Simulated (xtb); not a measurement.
# One shape, several levels: C2H6SiSn (SMILES [SnH3][SiH]1C=C1)

Aim: a comparison of 3 runs (GFN-FF, GFN2-xTB, GFN0-xTB) of C2H6SiSn. 

The calculation is run with xtb 6.7.1.

### Step 1. The structure to begin with

The species is C2H6SiSn (10 atoms), meant as a singlet with charge 0. As SMILES, `[SnH3][SiH]1C=C1`. Geometry: optimised at GFN2-xTB.

Bond lengths: Sn1–Si2 2.494 Å, Si2–C3 1.861 Å, Si2–C4 1.862 Å, C3–C4 1.334 Å, Sn1–H5 1.676 Å, Sn1–H6 1.676 Å, Sn1–H7 1.672 Å, Si2–H8 1.458 Å, C3–H9 1.075 Å, C4–H10 1.075 Å. Some angles: Sn1–Si2–C3 119.5°, Sn1–Si2–C4 119.6°, C3–Si2–C4 42.0°, Si2–C3–C4 69.0°, Si2–C4–C3 69.0°, Sn1–Si2–H8 113.8°, C3–Si2–H8 121.8°, C4–Si2–H8 121.8°, Si2–Sn1–H5 114.1°, Si2–Sn1–H6 115.6°.

### Step 2. Energy and gradient at GFN-FF (run 1)

coord reads:

```
$coord
     -3.320362184535      0.309896187177     -1.177658423606  sn
      0.576687721452     -1.388532961853      0.856083728978  si
      3.725500568393     -0.232965436644     -0.202824304956  c
      3.060090205390      0.836581755372      1.980357389563  c
     -5.036668142704     -1.869732822227     -2.707353926968  h
     -5.440030184005      1.600673616603      0.790907074940  h
     -2.887161367726      2.552509768316     -3.361633803097  h
      0.248895827874     -3.883311597061      1.977277135980  h
      5.336265322502     -0.169376152550     -1.437665841093  h
      3.893818474314      2.147503665286      3.288199045894  h
$end
```

The run is started by

```
$ xtb coord --grad --gfnff | tee xtb.out
```

Log:

```text
* xtb version 6.7.1
[...]
         ::                     SUMMARY                     ::
         :::::::::::::::::::::::::::::::::::::::::::::::::::::
         :: total energy              -1.274845867092 Eh    ::
         :: gradient norm              0.056571989169 Eh/a0 ::
         ::.................................................::
         :: bond energy               -1.368194440348 Eh    ::
         :: angle energy               0.047499371384 Eh    ::
         :: torsion energy             0.001787430456 Eh    ::
         :: repulsion energy           0.058122079781 Eh    ::
         :: electrostat energy        -0.009121626811 Eh    ::
         :: dispersion energy         -0.004940260570 Eh    ::
         :: HB energy                  0.000000000000 Eh    ::
         :: XB energy                  0.000000000000 Eh    ::
         :: bonded atm energy          0.000001579017 Eh    ::
         :: external energy            0.000000000000 Eh    ::
         :: add. restraining           0.000000000000 Eh    ::
         :: total charge              -0.000000000000 e     ::
[...]
molecular dipole:
                 x           y           z       tot (Debye)
 q only:       -0.225       0.001      -0.069       0.599
           -------------------------------------------------
          | TOTAL ENERGY               -1.274845867092 Eh   |
          | GRADIENT NORM               0.056571989169 Eh/α |
           -------------------------------------------------
########################################################################
[WARNING] Runtime exception occurred
-1- gfnff_setup: Could not read topology file.
########################################################################
[...]
```

Standard error:

```text
normal termination of xtb
```

Wall time 0.022 s (1 thread of Intel Xeon Platinum 8375C at 2.90GHz (Ice Lake), shared host).

### Step 3. Energy and gradient at GFN2-xTB (run 2)

detailed.inp reads:

```
$chrg 0
$spin 0
$end
```

input.xyz reads:

```xyz
10
start
Sn    -1.757060     0.163990    -0.623190
Si     0.305170    -0.734780     0.453020
C      1.971450    -0.123280    -0.107330
C      1.619330     0.442700     1.047960
H     -2.665290    -0.989420    -1.432670
H     -2.878740     0.847040     0.418530
H     -1.527820     1.350730    -1.778900
H      0.131710    -2.054960     1.046330
H      2.823830    -0.089630    -0.760780
H      2.060520     1.136410     1.740040
```

The run is started by

```
$ xtb input.xyz --grad --json --input detailed.inp --parallel 1 | tee run.log
```

Log:

```text
* xtb version 6.7.1
[...]
          :  # basis functions                  34          :
[...]
          :  # electrons                        22          :
[...]
          :  Hamiltonian                  GFN2-xTB          :
[...]
          :  net charge                          0          :
          :  unpaired electrons                  0          :
[...]
   *** convergence criteria satisfied after 13 iterations ***
[...]
         ::                     SUMMARY                     ::
         :::::::::::::::::::::::::::::::::::::::::::::::::::::
         :: total energy             -11.037854826297 Eh    ::
         :: gradient norm              0.000611814966 Eh/a0 ::
         :: HOMO-LUMO gap              3.627208009148 eV    ::
         ::.................................................::
         :: SCC energy               -11.180140725290 Eh    ::
         :: -> isotropic ES            0.012172704095 Eh    ::
         :: -> anisotropic ES          0.001013668530 Eh    ::
         :: -> anisotropic XC          0.006726587920 Eh    ::
         :: -> dispersion             -0.006207250354 Eh    ::
         :: repulsion energy           0.142285898993 Eh    ::
         :: add. restraining           0.000000000000 Eh    ::
         :: total charge               0.000000000000 e     ::
         :::::::::::::::::::::::::::::::::::::::::::::::::::::
[...]
        11        2.0000           -0.3638032              -9.8996 (HOMO)
        12                         -0.2305058              -6.2724 (LUMO)
[...]
          | TOTAL ENERGY              -11.037854826297 Eh   |
          | GRADIENT NORM               0.000611814966 Eh/α |
          | HOMO-LUMO GAP               3.627208009148 eV   |
           -------------------------------------------------
[...]
```

Standard error:

```text
normal termination of xtb
```

It took 0.034 s on 1 thread of Intel Xeon Platinum 8375C at 2.90GHz (Ice Lake), shared host.

### Step 4. Energy and gradient at GFN0-xTB (run 3)

detailed.inp is that of step 3.

coord is that of step 2.

The run is started by

```
$ xtb coord --gfn 0 --grad -I detailed.inp > coord.out 2> xtb.err
```

Log:

```text
* xtb version 6.7.1
[...]
          :  # basis functions                  40          :
[...]
          :  # electrons                        22          :
[...]
 Zeroth order Hamiltonian       ...        0 min,  0.000 sec ( 10.216%)
[...]
         ::                     SUMMARY                     ::
         :::::::::::::::::::::::::::::::::::::::::::::::::::::
         :: total energy             -11.712382822477 Eh    ::
         :: gradient norm              0.035057157832 Eh/a0 ::
         :: HOMO-LUMO gap              2.985719186375 eV    ::
         ::.................................................::
         :: H0 energy                -11.821797469927 Eh    ::
         :: repulsion energy           0.162494953777 Eh    ::
         :: electrostat energy        -0.050624153029 Eh    ::
         :: -> Gsolv                   0.000000000000 Eh    ::
         ::    -> Gsasa                0.000000000000 Eh    ::
         ::    -> Gshift               0.000000000000 Eh    ::
         :: dispersion energy         -0.002456153298 Eh    ::
         :: short-range corr.          0.000000000000 Eh    ::
         :: add. restraining           0.000000000000 Eh    ::
         :: total charge               0.000000000000 e     ::
         :::::::::::::::::::::::::::::::::::::::::::::::::::::
[...]
        11        2.0000           -0.3893194             -10.5939 (HOMO)
        12                         -0.2795962              -7.6082 (LUMO)
[...]
          | TOTAL ENERGY              -11.712382822477 Eh   |
          | GRADIENT NORM               0.035057157832 Eh/α |
          | HOMO-LUMO GAP               2.985719186375 eV   |
           -------------------------------------------------
[...]
```

Standard error:

```text
normal termination of xtb
```

Wall time 0.029 s (1 thread of Intel Xeon Platinum 8375C at 2.90GHz (Ice Lake), shared host).

### Step 5. All runs side by side

```tsv
run	level	energy (Eh)	dipole moment (D)	dispersion energy (kJ/mol)	largest force (eV/Å)	wall time
1	GFN-FF	-1.274846	0.60	-12.97	1.900	0.022 s
2	GFN2-xTB	-11.037855	2.50	-16.30	0.018	0.034 s
3	GFN0-xTB	-11.712383	2.27	-6.45	0.896	0.029 s
```

### Step 6. What came out

| quantity | value |
| --- | --- |
| run 3: total energy | -11.71238 Eh |
| run 3: dipole moment | 2.27 D |
| run 3: HOMO energy | -10.59 eV |
| run 3: LUMO energy | -7.61 eV |
| run 3: HOMO–LUMO gap | 2.99 eV |
| run 3: dispersion energy | -6.45 kJ/mol |
| run 3: largest force on an atom | 0.896 eV/Å |
| run 3: mean polarisability (D4 model) | 92.7 bohr³ |

What this shows: The dipole moment (its size) runs from 0.60 D (GFN-FF) to 2.50 D (GFN2-xTB). The two dipoles point in opposite directions. Force-field and semi-empirical energies have zeros of their own, so their totals don't compare. All runs together took 0.085 s, the longest 0.034 s.
